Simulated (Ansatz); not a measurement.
C2H4INO, SMILES NC(I)=CO, a single point in a Gaussian basis

With Ansatz 0.2.0 through its Python package.

Notebook, run cell by cell (the value of a cell's last expression is shown):

In [1]:
```python
import ansatz as az
from ase import Atoms
```

In [2]:
```python
atoms = Atoms(["N", "C", "I", "C", "O", "H", "H", "H", "H"], positions=[
    (0.8833, 0.8986, -0.1701),
    (0.3895, -0.3669, -0.2054),
    (1.6211, -1.701, -1.1332),
    (-0.707, -0.7463, 0.3013),
    (-1.6248, 0.0768, 0.9687),
    (0.0977, 1.597, -0.4784),
    (1.666, 1.0437, -0.7965),
    (-1.1373, -1.747, 0.2592),
    (-1.1, 0.899, 1.2374),
])
system = az.Crystal.molecule_from_ase(atoms)
```

In [3]:
```python
setup = system.calculation()
setup = setup.basis(gaussian="def2-SVP").correlation("MP2")
res = setup.run(threads=1, backend="cpu")
summary = res.report
```

In [4]:
```python
{key: value for key, value in summary.items() if isinstance(value, (int, float)) and "ev" in key}
```
Out [4]:
```text
{'free_energy_ev': -13729.333332031905, 'reference_energy_ev': -13709.107465137113}
```

In [5]:
```python
for key in ("converged", "free_energy_ev", "reference_energy_ev", "n_frozen", "n_occupied", "n_virtual"):
    print(f"{key:22s} {summary[key]}")

parts = summary["correlation"]
for name in ("random_phase", "coupled_cluster", "perturbative"):
    if name in parts:
        print(f"{name:16s} {parts[name]['energy']['hartree']:12.7f} Ha")
if "second_order" in parts:
    pair = parts["second_order"]
    print(f"MP2 same spin {pair['same_spin']['hartree']:.7f} Ha, opposite spin {pair['opposite_spin']['hartree']:.7f} Ha")
```
```text
converged              True
free_energy_ev         -13729.333332031905
reference_energy_ev    -13709.107465137113
n_frozen               8
n_occupied             [20, 20]
n_virtual              [74, 74]
MP2 same spin -0.1990956 Ha, opposite spin -0.5441913 Ha
```

Reading the output:
- Total energies depend on the basis set; only differences at equal settings carry meaning.
- The geometry is a force-field or estimated start, not a minimum of this method, and the basis set is short of its limit.
- def2 sets replace the cores of elements past krypton by effective core potentials.
- Run time: 3 s on 1 thread of Arm Neoverse V1 (shared host), peak memory 0.26 GiB.

(Lines on the test bed's own set-up are left out of the output.)
